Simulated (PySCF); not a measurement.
# [Tm(H2CO)]2+: structure and properties

Aim: find the relaxed shape of [Tm(H2CO)]2+, test it by its vibrations, and read charges and levels. The species was built from a template and needn't be a known compound.

Method: PBE0, Tm lcecp-0-SVP with ECP59, O def2-SVP, C def2-SVP, H def2-SVP; scalar-relativistic core potentials, no spin–orbit coupling; program: PySCF 2.14.0.

1 further run of the same task is left out (for a known fault of the program).

**1. The system as given**

5 atoms, charge 2, spin multiplicity 1.

Bond lengths: Tm1–O2 2.570 Å, O2–C3 1.220 Å, C3–H4 1.105 Å, C3–H5 1.105 Å. Angles: Tm1–O2–C3 180.0°, O2–C3–H4 121.7°, O2–C3–H5 121.7°, H4–C3–H5 116.6°.

Geometry (Å):

| atom | x (Å) | y (Å) | z (Å) |
| --- | --- | --- | --- |
| Tm1 | 0.00000 | 0.00000 | 0.00000 |
| O2 | 0.00000 | 0.00000 | 2.57000 |
| C3 | 0.00000 | 0.00000 | 3.79000 |
| H4 | 0.94000 | 0.00000 | 4.37000 |
| H5 | -0.94000 | 0.00000 | 4.37000 |

Formal oxidation states: Tm +2. Each metal's 13 4f electrons lie in its core potential, so multiplicities, spins and levels count the valence alone.

**2. SCF at the start, singlet**

run.py (the lines that set the calculation) reads:

```python
mol = gto.M(atom='''
Tm     0.00000     0.00000     0.00000
O      0.00000     0.00000     2.57000
C      0.00000     0.00000     3.79000
H      0.94000     0.00000     4.37000
H     -0.94000     0.00000     4.37000''',
    basis={'Tm': 'lcecp-0-SVP', 'O': 'def2-SVP', 'C': 'def2-SVP', 'H': 'def2-SVP'},
    ecp={'Tm': 'lcecp-0-SVP'},
    charge=2, spin=0)
mf = dft.RKS(mol, xc='PBE0')
mf.grids.atom_grid = (50, 194)  # f atoms: unpruned, at least (60, 302)
mf = mf.density_fit()  # fitting sets: Tm AutoAux, O def2-universal-JKFIT, C def2-universal-JKFIT, H def2-universal-JKFIT
mf.conv_tol = 1e-08; mf.max_cycle = 55
mf.kernel(dm0)  # dm0: free metal ions and neutral atoms
```

Run with:

```sh
> OMP_NUM_THREADS=2 python run.py
```

Output:

```text
init E= -146.25686750354
cycle= 1 E= -145.997030052849  delta_E= 0.26  |g|= 0.905  |ddm|= 1.89
cycle= 2 E= -145.324356867087  delta_E= 0.673  |g|=    2  |ddm|= 1.88
cycle= 3 E= -146.171326160534  delta_E= -0.847  |g|= 0.0452  |ddm|= 1.35
cycle= 4 E= -146.17170743285  delta_E= -0.000381  |g|= 0.0146  |ddm|= 0.0419
cycle= 5 E= -146.171742910338  delta_E= -3.55e-05  |g|= 0.00463  |ddm|= 0.0125
cycle= 6 E= -146.171748089733  delta_E= -5.18e-06  |g|= 0.00109  |ddm|= 0.0043
cycle= 7 E= -146.17174833787  delta_E= -2.48e-07  |g|= 0.000146  |ddm|= 0.000931
cycle= 8 E= -146.171748342071  delta_E= -4.2e-09  |g|= 2e-05  |ddm|= 0.000102
Extra cycle  E= -146.171748341904  delta_E= 1.68e-10  |g|= 3.6e-05  |ddm|= 3.9e-05
converged SCF energy = -146.171748341904
```

Run time: 1.9 s. Hardware: 2 threads of Arm Neoverse V1, shared host; peak memory 0.39 GiB.

Result: E = -146.171748 Eh, frontier levels not given, since the 4f levels lie in the core, Mulliken charge on Tm1 +1.79 e. 

**3. Relaxation, singlet**

Steps are kept in the start's point group, C2v.

run.py (the lines that set the calculation) reads:

```python
mol = gto.M(atom='''
Tm     0.00000     0.00000    -0.47951
O      0.00000     0.00000     2.09049
C      0.00000     0.00000     3.31049
H      0.94000     0.00000     3.89049
H     -0.94000     0.00000     3.89049''',
    basis={'Tm': 'lcecp-0-SVP', 'O': 'def2-SVP', 'C': 'def2-SVP', 'H': 'def2-SVP'},
    ecp={'Tm': 'lcecp-0-SVP'},
    charge=2, spin=0)
mf = dft.RKS(mol, xc='PBE0')
mf.grids.atom_grid = (50, 194)  # f atoms: unpruned, at least (60, 302)
mf = mf.density_fit()  # fitting sets: Tm AutoAux, O def2-universal-JKFIT, C def2-universal-JKFIT, H def2-universal-JKFIT
mf.conv_tol = 1e-08; mf.max_cycle = 55
mf.kernel(dm0)  # dm0: an SCF of this state at this start
# quasi-Newton relaxation in Cartesian coordinates to a largest gradient under 0.00045 Eh/bohr, steps kept in the point group
```

Run with:

```sh
> OMP_NUM_THREADS=2 python run.py
```

The driver keeps no SCF log for this step, only its results.

Run time: 11 s. Hardware: 2 threads of Arm Neoverse V1, shared host.

Along the way:

| step | energy from step 1 (eV) | largest force component (eV/Å) |
| --- | --- | --- |
| 1 | 0.0000 | 1.5626 |
| 2 | -0.0946 | 1.1411 |
| 3 | -0.1889 | 1.3720 |
| 4 | -0.2355 | 0.3561 |
| 5 | -0.2437 | 0.0889 |
| 6 | -0.2442 | 0.0175 |
| 7 | -0.2442 | 0.0051 |

Distances of close pairs at the start and the end, largest changes first:

| bond | before (Å) | after (Å) | change (Å) |
| --- | --- | --- | --- |
| Tm1–O2 | 2.570 | 2.274 | -0.296 |
| O2–C3 | 1.220 | 1.231 | +0.011 |
| C3–H4 | 1.105 | 1.108 | +0.003 |
| C3–H5 | 1.105 | 1.108 | +0.003 |

It ends in C2v at E = -146.180722 Eh.

```
Tm    0.0000    0.0000   -0.2420
O     0.0000    0.0000    2.0324
C     0.0000    0.0000    3.2630
H     0.9549    0.0000    3.8246
H    -0.9549    0.0000    3.8246
```

**4. The relaxed geometry turned into its symmetry frame**

run.py (the lines that set the calculation) reads:

```python
mol = gto.M(atom='''
Tm     0.00000     0.00000    -0.43547
O      0.00000     0.00000     1.83892
C      0.00000     0.00000     3.06950
H      0.95486     0.00000     3.63114
H     -0.95486     0.00000     3.63114''',
    basis={'Tm': 'lcecp-0-SVP', 'O': 'def2-SVP', 'C': 'def2-SVP', 'H': 'def2-SVP'},
    ecp={'Tm': 'lcecp-0-SVP'},
    charge=2, spin=0)
mf = dft.RKS(mol, xc='PBE0')
mf.grids.atom_grid = (50, 194)  # f atoms: unpruned, at least (60, 302)
mf = mf.density_fit()  # fitting sets: Tm AutoAux, O def2-universal-JKFIT, C def2-universal-JKFIT, H def2-universal-JKFIT
mf.conv_tol = 1e-08; mf.max_cycle = 55
mf.kernel(dm0)  # dm0: free metal ions and neutral atoms
```

Run with:

```sh
> OMP_NUM_THREADS=2 python run.py
```

Output:

```text
init E= -146.249156110548
cycle= 1 E= -145.986906480191  delta_E= 0.262  |g|= 0.957  |ddm|= 1.91
cycle= 2 E= -145.269133520362  delta_E= 0.718  |g|= 2.07  |ddm|= 1.94
cycle= 3 E= -146.180151219437  delta_E= -0.911  |g|= 0.0515  |ddm|= 1.38
cycle= 4 E= -146.180703375873  delta_E= -0.000552  |g|= 0.0106  |ddm|= 0.0451
cycle= 5 E= -146.180721469155  delta_E= -1.81e-05  |g|= 0.00192  |ddm|= 0.00603
cycle= 6 E= -146.180722179959  delta_E= -7.11e-07  |g|= 0.000744  |ddm|= 0.00193
cycle= 7 E= -146.18072230242  delta_E= -1.22e-07  |g|= 0.00014  |ddm|= 0.000637
cycle= 8 E= -146.180722306323  delta_E= -3.9e-09  |g|= 3.07e-05  |ddm|= 9.68e-05
Extra cycle  E= -146.180722305913  delta_E= 4.11e-10  |g|= 5.59e-05  |ddm|= 5.93e-05
converged SCF energy = -146.180722305913
```

Wall time 0.7 s (2 threads of Arm Neoverse V1, shared host).

Result: E = -146.180722 Eh, frontier levels not given, since the 4f levels lie in the core, Mulliken charge on Tm1 +1.74 e. 

**5. Harmonic vibrations**

run.py (the lines that set the calculation), as its differences from that of step 4:

```diff
@@ -12,3 +12,4 @@
 mf = mf.density_fit()  # fitting sets: Tm AutoAux, O def2-universal-JKFIT, C def2-universal-JKFIT, H def2-universal-JKFIT
-mf.conv_tol = 1e-08; mf.max_cycle = 55
-mf.kernel(dm0)  # dm0: free metal ions and neutral atoms
+mf.conv_tol = 1e-10; mf.max_cycle = 55
+mf.kernel(dm0)  # dm0: the density of the relaxed state
+# Hessian and dipole derivatives by central differences of gradients, 0.02 bohr
```

Run with:

```sh
> OMP_NUM_THREADS=2 python run.py
```

No log is kept here; the results follow.

Run time: 25 s. Hardware: 2 threads of Arm Neoverse V1, shared host.

Point group C2v; negative numbers are unstable modes, and those under 60 cm⁻¹ are near the numerical noise:

| cm⁻¹ | km/mol | symmetry |
| --- | --- | --- |
| 177 | 40.8 | b2 |
| 205 | 48.1 | b1 |
| 301 | 19.1 | a1 |
| 1238 | 14.3 | b2 |
| 1250 | 4.5 | b1 |
| 1504 | 77.0 | a1 |
| 1759 | 329.1 | a1 |
| 3050 | 0.2 | a1 |
| 3187 | 4.8 | b2 |

**6. Properties on a finer grid**

run.py (the lines that set the calculation) reads:

```python
mol = gto.M(atom='''
Tm     0.00000     0.00000    -0.24203
O      0.00000     0.00000     2.03237
C      0.00000     0.00000     3.26295
H      0.95486     0.00000     3.82459
H     -0.95486     0.00000     3.82459''',
    basis={'Tm': 'lcecp-0-SVP', 'O': 'def2-SVP', 'C': 'def2-SVP', 'H': 'def2-SVP'},
    ecp={'Tm': 'lcecp-0-SVP'},
    charge=2, spin=0)
mf = dft.RKS(mol, xc='PBE0')
mf.grids.atom_grid = (75, 302)  # f atoms: unpruned, at least (60, 302)
mf = mf.density_fit()  # fitting sets: Tm AutoAux, O def2-universal-JKFIT, C def2-universal-JKFIT, H def2-universal-JKFIT
mf.conv_tol = 1e-09; mf.max_cycle = 55
mf.kernel(dm0)  # dm0: the density of the relaxed state
```

Run with:

```sh
> OMP_NUM_THREADS=2 python run.py
```

Output:

```text
init E= -146.180713375799
cycle= 1 E= -146.180713376209  delta_E= -4.1e-10  |g|= 1.35e-05  |ddm|= 8.82e-05
Extra cycle  E= -146.180713376134  delta_E= 7.49e-11  |g|= 2.4e-05  |ddm|= 2.24e-05
converged SCF energy = -146.180713376134
```

It took 5 s on 2 threads of Arm Neoverse V1, shared host.

It gives: E = -146.180713 Eh, frontier levels not given, since the 4f levels lie in the core, Mulliken charge on Tm1 +1.74 e, largest force component 0.004 eV/Å. 

Löwdin charges:

| atom | value (e) |
| --- | --- |
| Tm1 | 1.62 |
| O2 | -0.15 |
| C3 | 0.37 |
| H4 | 0.08 |
| H5 | 0.08 |

Mulliken charges: Tm1 +1.74, O2 -0.40, C3 +0.30, H4 +0.18, H5 +0.18 e.

Contacts (the nearest donor of each ligand) and Mayer bond orders:

| contact | distance (Å) | bond order |
| --- | --- | --- |
| Tm1–O2 (H2CO) | 2.274 | 0.44 |

Mulliken populations of Tm1 outside the core potential: s 2.05, p 6.05, d 0.16, f 0.01.

**7. Outcome**

```
                                              quantity                                                           value
                                 state and point group                                     singlet in the valence, C2v
                                                 modes                                 177 to 3187 cm⁻¹, none unstable
strongest infrared band (modes within 1.5 cm⁻¹ summed)                                          1759 cm⁻¹ (329 km/mol)
                                     zero-point energy                                                        0.785 eV
                               ideal gas, 298 K, 1 bar                                  S = 295.9, Cp = 57.7 J/(mol K)
                                 metal–ligand contacts                                                          2.27 Å
                                       frontier levels  frontier levels not given, since the 4f levels lie in the core
                       dipole about the centre of mass                                                          2.52 D
                                   mean polarisability                                                          3.2 Å³
```

What this shows: All modes are real, so the structure is a minimum. The metal carries +1.62 e by Löwdin's partition against a formal +2, and bond orders to the nearest donors reach 0.44. Both measures hang on the basis. One start shape was tried, so another isomer may lie lower. These are double-zeta-type bases without diffuse functions. Spin–orbit coupling is left out.
